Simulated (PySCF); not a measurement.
**C₇H₁₁FSi₂: geometry, NMR shifts**

What NMR shifts should C₇H₁₁FSi₂ (`FCc1cc([SiH3])ccc1[SiH3]`) show?

Computed with PySCF 2.14.0, with density-fitted response routines of our own, on a single molecule, in the gas phase or a continuum. Atoms are numbered from 0 throughout.

## 1. The starting structure

21 atoms, charge 0, multiplicity 1; geometry from: GFN2-xTB. The atoms were then displaced at random by about 0.01 Å, so the start is not that level's minimum.

Bonds of the start (Å): F0–C1 1.35, C1–C2 1.49, C2–C3 1.44, C3–C4 1.36, C4–Si5 1.88, C4–C6 1.39, C6–C7 1.38, C7–C8 1.41, C8–Si9 1.89, C8–C2 1.40, C1–H10 1.11, C1–H11 1.09, C3–H12 1.06, Si5–H13 1.45, Si5–H14 1.48, Si5–H15 1.48, C6–H16 1.09, C7–H17 1.09, Si9–H18 1.47, Si9–H19 1.47, Si9–H20 1.45.

## 2. Geometry optimisation at PBE0-D3(BJ)/def2-SVP

What the job is given:

```
{"job": {"xc": "PBE0", "basis": "def2-SVP", "d3": "d3bj", "grid": 1, "shake": 0.01, "kind": "geom"}, "charge": 0, "multiplicity": 1}
F     -2.781060    -1.474040    -0.474130
C     -1.698950    -1.693260     0.302170
C     -0.664980    -0.632070     0.105200
C      0.711740    -1.013350    -0.044570
C      1.695660    -0.092050    -0.211740
Si     3.494890    -0.601090    -0.415800
C      1.352510     1.258260    -0.212350
C      0.042300     1.654700    -0.069050
C     -0.998370     0.726290     0.126590
Si    -2.784640     1.315170     0.302900
H     -2.059780    -1.711890     1.350240
H     -1.314080    -2.677600     0.029890
H      0.895630    -2.059530    -0.044850
H      3.947590    -0.194470    -1.734320
H      3.587680    -2.070450    -0.269170
H      4.306740     0.066970     0.623210
H      2.113250     2.021760    -0.341180
H     -0.228010     2.707880    -0.071200
H     -3.499750     1.163840    -0.968510
H     -2.731310     2.741270     0.673330
H     -3.458230     0.585930     1.366370
```

Launch:

```sh
$ OMP_NUM_THREADS=1 python probes_run.py task.json out
```

One launch serves the whole session: the jobs run in the order shown.

Output:

```text
step   0  E = -951.06930429  max force = 0.059477
step   1  E = -951.07630885  max force = 0.004953
step   2  E = -951.07662379  max force = 0.001552
step   3  E = -951.07665329  max force = 0.002608
step   4  E = -951.07670530  max force = 0.001134
step   5  E = -951.07673516  max force = 0.001170
step   6  E = -951.07676151  max force = 0.000804
step   7  E = -951.07677150  max force = 0.000828
step   8  E = -951.07677605  max force = 0.000371
optimisation converged
```

Run time: 6 min. Hardware: 1 thread of Arm Neoverse N1, shared host; peak memory 0.91 GiB.

Along the way:

| step | energy from step 0 (eV) | largest force component (eV/Å) |
| --- | --- | --- |
| 0 | 0.0000 | 3.0584 |
| 1 | -0.1906 | 0.2547 |
| 2 | -0.1992 | 0.0798 |
| 3 | -0.2000 | 0.1341 |
| 4 | -0.2014 | 0.0583 |
| 5 | -0.2022 | 0.0602 |
| 6 | -0.2029 | 0.0413 |
| 7 | -0.2032 | 0.0426 |
| 8 | -0.2033 | 0.0191 |

Close pairs (by a distance rule), those that changed most:

| bond | before (Å) | after (Å) | change (Å) |
| --- | --- | --- | --- |
| Si5–H13 | 1.452 | 1.495 | +0.043 |
| C3–C4 | 1.358 | 1.401 | +0.043 |
| C2–C3 | 1.436 | 1.396 | -0.040 |
| Si9–H20 | 1.455 | 1.493 | +0.038 |
| C3–H12 | 1.062 | 1.095 | +0.033 |
| F0–C1 | 1.350 | 1.377 | +0.027 |
| Si9–H18 | 1.467 | 1.491 | +0.025 |
| Si9–H19 | 1.474 | 1.497 | +0.022 |

The end geometry stands in the next job.

| at the end point | value |
| --- | --- |
| point group (found at 0.08 Å tolerance) | C1 |
| rotational constants (GHz, main isotopes) | 1.951, 0.538, 0.432 |
| dipole moment (D) | 1.52 |

## 3. Nuclear shieldings: PBE0/pcSseg-1 in tetrahydrofuran

What the job is given:

```
{"job": {"kind": "nmr", "xc": "PBE0", "basis": "pcSseg-1", "solvent": "tetrahydrofuran", "pop": true}, "charge": 0, "multiplicity": 1}
F     -2.931331    -1.239450    -0.365751
C     -1.734713    -1.513701     0.257621
C     -0.726074    -0.438939    -0.026968
C      0.606518    -0.796648    -0.242371
C      1.600134     0.163666    -0.472111
Si     3.385054    -0.342454    -0.775682
C      1.216374     1.510979    -0.489521
C     -0.111334     1.874618    -0.280649
C     -1.106879     0.915815    -0.044841
Si    -2.880650     1.511855     0.221868
H     -1.933917    -1.586302     1.342272
H     -1.373667    -2.493120    -0.094486
H      0.873242    -1.858721    -0.235571
H      3.824694     0.063601    -2.145751
H      3.501258    -1.825966    -0.643193
H      4.294841     0.313510     0.212959
H      1.958868     2.294406    -0.669615
H     -0.378460     2.935315    -0.296712
H     -3.723108     1.383263    -1.001696
H     -2.781845     2.965188     0.565157
H     -3.529486     0.800394     1.362490
```

Level: GIAO PBE0/pcSseg-1 NMR shielding, non-relativistic, IEF-PCM tetrahydrofuran.

Output:

```text
coarse grid: 18760 points
cycle   1  E = -951.3335756316  dE =  1.149e+00  |g| = 4.959e-01  |ddm| = 4.445e+00
cycle   2  E = -951.3123369787  dE =  2.124e-02  |g| = 6.325e-01  |ddm| = 1.054e+00
cycle   3  E = -951.3824809652  dE = -7.014e-02  |g| = 6.303e-02  |ddm| = 5.561e-01
cycle   4  E = -951.3829638721  dE = -4.829e-04  |g| = 3.584e-02  |ddm| = 8.828e-02
cycle   5  E = -951.3832855853  dE = -3.217e-04  |g| = 8.596e-03  |ddm| = 4.885e-02
cycle   6  E = -951.3833011210  dE = -1.554e-05  |g| = 3.695e-03  |ddm| = 1.113e-02
cycle   7  E = -951.3833046545  dE = -3.533e-06  |g| = 4.676e-04  |ddm| = 3.885e-03
final grid: 173008 points
cycle   8  E = -951.4479619851  dE = -4.196e-05  |g| = 7.516e-03  |ddm| = 5.480e-02
cycle   9  E = -951.4479572941  dE =  4.691e-06  |g| = 9.145e-03  |ddm| = 1.904e-02
cycle  10  E = -951.4479763516  dE = -1.906e-05  |g| = 1.029e-03  |ddm| = 9.897e-03
cycle  11  E = -951.4479765182  dE = -1.666e-07  |g| = 2.688e-04  |ddm| = 1.094e-03
cycle  12  E = -951.4479765311  dE = -1.288e-08  |g| = 9.369e-05  |ddm| = 3.124e-04
cycle  13  E = -951.4479765331  dE = -2.062e-09  |g| = 3.316e-05  |ddm| = 1.229e-04
cycle  14  E = -951.4479765334  dE = -2.688e-10  |g| = 7.138e-06  |ddm| = 3.881e-05
converged SCF energy = -951.4479765334

GIAO shielding tensors (ppm)
atom      isotropic    diamagn.    paramagn.     s11        s22        s33       span
  0 F      419.468     472.871     -53.403    386.647    398.482    473.277     86.630
  1 C       96.811     244.380    -147.570     62.626     80.774    147.032     84.406
  2 C       35.008     263.199    -228.192    -70.080     11.325    163.778    233.857
  3 C       45.527     253.270    -207.743    -63.440     40.516    159.505    222.945
  4 C       48.141     260.201    -212.060    -49.001      2.985    190.439    239.440
  5 Si     415.443     880.263    -464.820    367.186    414.792    464.351     97.165
  6 C       43.373     255.065    -211.692    -72.312     30.460    171.971    244.283
  7 C       40.913     254.363    -213.450    -75.947     34.027    164.659    240.606
  8 C       48.615     256.710    -208.096    -45.679     -0.968    192.491    238.170
  9 Si     415.760     880.510    -464.750    367.677    421.269    458.334     90.657
 10 H       25.414      29.148      -3.734     22.137     25.583     28.522      6.385
 11 H       25.662      29.401      -3.738     20.445     26.253     30.289      9.844
 12 H       23.558      34.619     -11.061     19.069     22.355     29.249     10.180
 13 H       26.647      27.731      -1.084     23.310     25.012     31.620      8.310
 14 H       26.880      28.157      -1.277     22.907     26.377     31.356      8.448
 15 H       26.669      27.923      -1.254     23.189     25.180     31.637      8.447
 16 H       23.399      31.785      -8.387     19.210     22.983     28.002      8.792
 17 H       23.256      31.928      -8.672     19.018     22.618     28.133      9.115
 18 H       26.718      28.032      -1.314     23.032     25.515     31.606      8.574
 19 H       26.998      28.391      -1.392     22.834     26.305     31.856      9.022
 20 H       26.683      28.401      -1.718     22.538     26.508     31.003      8.464
```

Run time: 91 s. Hardware: 1 thread of Arm Neoverse N1, shared host; peak memory 1.2 GiB.

The references, computed at this level on geometries of the same kind, shield at (ppm): 1H TMS 31.24, 13C TMS 185.3, 29Si TMS 351.8, 19F CFCl3 180.0. Their shielding less the atom's gives the shift. The references are single molecules in the same continuum, so shifts against H2O, NH3, PH3, H3PO4 or CFCl3 are not on the usual liquid scales and can be off by tens of ppm. Atoms listed in one row are averaged.

| atoms | environment | σ (ppm) | δ (ppm) |
| --- | --- | --- | --- |
| C2 | substituted aromatic carbon | 35.0 | 150.3 |
| C7 | aromatic CH | 40.9 | 144.4 |
| C6 | aromatic CH | 43.4 | 141.9 |
| C3 | aromatic CH | 45.5 | 139.8 |
| C4 | substituted aromatic carbon | 48.1 | 137.1 |
| C8 | substituted aromatic carbon | 48.6 | 136.7 |
| C1 | sp3 CH2 bonded to F, on an aromatic ring | 96.8 | 88.5 |
| H17 | hydrogen on an aromatic CH | 23.26 | 7.99 |
| H16 | hydrogen on an aromatic CH | 23.40 | 7.85 |
| H12 | hydrogen on an aromatic CH | 23.56 | 7.69 |
| H10, H11 | hydrogen on an sp3 CH2 bonded to F, on an aromatic ring | 25.54 | 5.71 |
| H13, H14, H15 | hydrogen on a silicon bonded to C | 26.73 | 4.51 |
| H18, H19, H20 | hydrogen on a silicon bonded to C | 26.80 | 4.44 |
| F0 | fluorine on an sp3 carbon | 419.5 | -239.5 |
| Si5 | silicon bonded to C, 3 H | 415.4 | -63.6 |
| Si9 | silicon bonded to C, 3 H | 415.8 | -63.9 |

Charges from the same density, by scheme (e):

| atoms | Mulliken | IAO | Hirshfeld | ESP fit |
| --- | --- | --- | --- | --- |
| F0 | -0.34 | -0.32 | -0.10 | -0.23 |
| C1 | 0.28 | 0.03 | 0.03 | -0.01 |
| C2 | -0.33 | -0.01 | -0.01 | 0.20 |
| C3 | 0.02 | -0.15 | -0.05 | -0.34 |
| C4 | -0.37 | -0.27 | -0.09 | 0.04 |
| Si5 | 0.56 | 0.59 | 0.31 | 0.33 |
| C6 | -0.05 | -0.14 | -0.05 | -0.29 |
| C7 | -0.09 | -0.14 | -0.05 | -0.09 |
| C8 | -0.30 | -0.27 | -0.10 | -0.17 |
| Si9 | 0.58 | 0.59 | 0.28 | 0.30 |

Mayer bond orders: F0–C1 0.85, C1–C2 1.05, C2–C3 1.41, C3–C4 1.40, C4–Si5 0.87, C4–C6 1.40, C6–C7 1.45, C7–C8 1.43, C8–Si9 0.88, C8–C2 1.34.

Ring of atoms C2, C3, C4, C6, C7, C8: NICS(0) -7.3, NICS(1) -11.1, NICS(1)zz -27.2 ppm (means of both faces).

## 4. Results

| quantity | value |
| --- | --- |
| point group | C1 |
| rotational constants (main isotopes) | 1.95, 0.54, 0.43 GHz |
| 13C shifts against TMS (PBE0/pcSseg-1, tetrahydrofuran) | 150.3, 144.4, 141.9, 139.8, 137.1, 136.7, 88.5 ppm |
| 1H shifts against TMS (PBE0/pcSseg-1, tetrahydrofuran, means over atoms taken as alike) | 7.99, 7.85, 7.69, 5.71, 4.51, 4.44 ppm |
| 19F shifts against CFCl3 (PBE0/pcSseg-1, tetrahydrofuran) | -239.5 ppm |
| 29Si shifts against TMS (PBE0/pcSseg-1, tetrahydrofuran) | -63.6, -63.9 ppm |

In words: Over 8 steps the energy fell by 0.203 eV; of the close pairs, Si5–H13 changed most, 1.452 to 1.495 Å. No frequency check was run at this level, so the end point may be a saddle. NICS(1)zz of -27 ppm above the planar ring from C2 marks a diatropic (aromatic) ring current.
